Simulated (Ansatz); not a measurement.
**CH5GeN: vertical ionisation energy**

Aim: the vertical ionisation energy of CH5GeN, as cation minus neutral at the neutral's geometry, on several levels, and how well −ε(HOMO) stands in for it.

Computed with Ansatz 0.2.0, Gaussian basis. Level: unrestricted cation, the program's frozen cores in correlated methods.

Levels to be run: UKS PBE-D4/def2-TZVPP; UKS r2SCAN-D4/def2-TZVPP; UKS PBE0-D4/def2-TZVPP; UKS B3LYP-D4/def2-TZVPP; UKS wB97X-V/def2-TZVPP; UKS wB97M-V/def2-TZVPP; UKS B2PLYP/def2-TZVPP; UHF-CCSD(T)/def2-TZVPP; UHF-CCSD(T)/def2-QZVPP; extrapolation to the limit; then −ε(HOMO) from the neutral's earlier runs with LDA (SPW92), PBE-D4, revPBE-D4, BLYP-D4, r2SCAN-D4, B97M-V, PBE0-D4, B3LYP-D4, r2SCANh-D4, r2SCAN0-D4, HSE06-D4, BHLYP-D4, CAM-B3LYP-D4, LC-ωPBE, ωB97X-V, ωB97M-V.

## 1. The relaxed structure

All runs share one geometry, relaxed beforehand with PBE0-D4 in a triple-zeta def2 set.

SMILES `[CH3][Ge][NH2]`, 8 atoms, charge 0, spin multiplicity 1.

Atoms are counted from 1 here; the program's logs count them from 0.

Bond lengths: C1–Ge2 2.001 Å, C1–H4 1.094 Å, C1–H5 1.091 Å, C1–H6 1.095 Å, Ge2–N3 1.819 Å, N3–H7 1.007 Å, N3–H8 1.009 Å. Angles: Ge2–C1–H4 110.8°, Ge2–C1–H5 111.6°, Ge2–C1–H6 109.4°, H4–C1–H5 108.7°, H4–C1–H6 108.0°, H5–C1–H6 108.2°, C1–Ge2–N3 95.4°, Ge2–N3–H7 122.0°, Ge2–N3–H8 125.6°, H7–N3–H8 112.4°.

## 2. Cation, UKS PBE-D4/def2-TZVPP

The input, in.yaml:

```yaml
crystal:
  periodic: [false, false, false]
  atoms:
    - {symbol: C, position_ang: [-0.661940, 0.861261, -0.597065]}
    - {symbol: Ge, position_ang: [1.191717, 0.622041, 0.118912]}
    - {symbol: N, position_ang: [0.922452, -1.068831, 0.733725]}
    - {symbol: H, position_ang: [-0.935736, 0.030513, -1.254252]}
    - {symbol: H, position_ang: [-0.759870, 1.794686, -1.153359]}
    - {symbol: H, position_ang: [-1.373346, 0.882748, 0.235157]}
    - {symbol: H, position_ang: [1.646563, -1.587998, 1.203184]}
    - {symbol: H, position_ang: [0.062460, -1.591520, 0.657898]}
basis:
  gaussian: {orbitals: def2-TZVPP}
total_charge: 1
magnetization: {spin_polarized: true, initial_magnetization: 1}
hamiltonian: {xc: pbe, dispersion: d4}
```

Command:

```console
> ansatz run in.yaml --threads 2 --pin off --events-out ev --progress --plain --max-ram 20480MiB --backend cpu
```

After this run come: Cation, UKS r2SCAN-D4/def2-TZVPP; Cation, UKS PBE0-D4/def2-TZVPP; Cation, UKS B3LYP-D4/def2-TZVPP; Cation, UKS wB97X-V/def2-TZVPP; Cation, UKS wB97M-V/def2-TZVPP; Cation, UKS B2PLYP (frozen core)/def2-TZVPP; Cation, UHF-CCSD(T)/def2-TZVPP; Cation, UHF-CCSD(T)/def2-QZVPP.

**Question.** What will the summary of the whole plan be? Wanted: ionisation energy, CCSD(T)/CBS; nearest functional by difference; nearest −ε(HOMO); −ε(HOMO) of PBE; T1 of the cation.

**Answer**, as computed:

| quantity | value |
| --- | --- |
| ionisation energy, CCSD(T)/CBS | 8.72 eV |
| nearest functional by difference | B3LYP-D4 (-0.19 eV) |
| nearest −ε(HOMO) | LC-ωPBE (+0.07 eV) |
| −ε(HOMO) of PBE | 5.17 eV |
| T1 of the cation | 0.018 |

By cation minus neutral, the functionals miss by 0.36 eV at most. The PBE orbital energy is 3.5 eV too small: a semilocal HOMO is no ionisation energy. Among orbital estimates LC-ωPBE comes nearest. Hartree-Fock falls 1.21 eV short, as the neutral has more correlation energy than the cation. The cation may have settled in a state other than its lowest; no search over hole states beyond the program's own was made. Correlated methods include outer-core shells of Ge, which these sets cover unevenly. With outer-core shells in play the reference is unsure by up to some tenths of an eV, so close misses can't be ranked.
